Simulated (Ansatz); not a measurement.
# C7H7: the cost of one run

Method: the levels named in each step, in Ansatz 0.2.0.

### Step 1. Starting point

Bond lengths: C1–C2 1.395 Å, C2–C3 1.395 Å, C3–C4 1.395 Å, C4–C5 1.395 Å, C5–C6 1.395 Å, C1–C7 1.394 Å, C6–C7 1.395 Å, C1–H8 1.083 Å, C2–H9 1.083 Å, C3–H10 1.083 Å, C4–H11 1.083 Å, C5–H12 1.083 Å, C6–H13 1.083 Å, C7–H14 1.083 Å. Angles (14 of 21 angles, heavy atoms first): C1–C2–C3 128.6°, C2–C1–C7 128.6°, C2–C3–C4 128.6°, C3–C4–C5 128.6°, C4–C5–C6 128.6°, C5–C6–C7 128.6°, C1–C7–C6 128.6°, C1–C2–H9 115.7°, C3–C2–H9 115.7°, C2–C1–H8 115.7°, C7–C1–H8 115.7°, C2–C3–H10 115.7°, C4–C3–H10 115.7°, C3–C4–H11 115.7°.

As a file:

```xyz
14

C    -1.5299   -0.4906    0.0420
C    -0.5690   -1.4942    0.1627
C     0.8203   -1.3727    0.1606
C     1.5919   -0.2175    0.0374
C     1.1648    1.1015   -0.1141
C    -0.1402    1.5910   -0.1794
C    -1.3391    0.8819   -0.1099
H    -2.5606   -0.8218    0.0698
H    -0.9520   -2.5014    0.2716
H     1.3736   -2.2975    0.2681
H     2.6648   -0.3636    0.0619
H     1.9494    1.8440   -0.1918
H    -0.2341    2.6632   -0.2997
H    -2.2412    1.4767   -0.1833
```

### Step 2. A rough first relaxation, PBE-D4/def2-SVP

The input, input.yaml:

```yaml
crystal:
  periodic: [false, false, false]
  atoms:
    - { symbol: C, position_ang: [-1.52989, -0.4906, 0.04205] }
    - { symbol: C, position_ang: [-0.56904, -1.49424, 0.16267] }
    - { symbol: C, position_ang: [0.82031, -1.3727, 0.16062] }
    - { symbol: C, position_ang: [1.59195, -0.21751, 0.03744] }
    - { symbol: C, position_ang: [1.16482, 1.10145, -0.11412] }
    - { symbol: C, position_ang: [-0.14016, 1.59097, -0.17944] }
    - { symbol: C, position_ang: [-1.3391, 0.88191, -0.10988] }
    - { symbol: H, position_ang: [-2.56063, -0.82181, 0.06975] }
    - { symbol: H, position_ang: [-0.95196, -2.50141, 0.27163] }
    - { symbol: H, position_ang: [1.37357, -2.29749, 0.26814] }
    - { symbol: H, position_ang: [2.66477, -0.36361, 0.06191] }
    - { symbol: H, position_ang: [1.94936, 1.84399, -0.19176] }
    - { symbol: H, position_ang: [-0.23405, 2.66317, -0.29967] }
    - { symbol: H, position_ang: [-2.24115, 1.47673, -0.18328] }
magnetization:
  spin_polarized: true
  initial_magnetization: 1
basis:
  gaussian: { orbitals: def2-SVP }
hamiltonian:
  xc: pbe
  dispersion: d4
relax:
  f_tol: 0.03
  max_steps: 200
```

Run with:

```
$ ansatz run input.yaml --threads 4 --pin off --max-ram 10240MiB --backend cpu --events-out ev --progress --plain --runs-dir out
```

**Question.** How long does this run take on 4 threads of Intel Xeon Platinum 8488C (Sapphire Rapids), shared host, and how much memory does it need?

About 50 s, with a peak of 0.37 GiB.
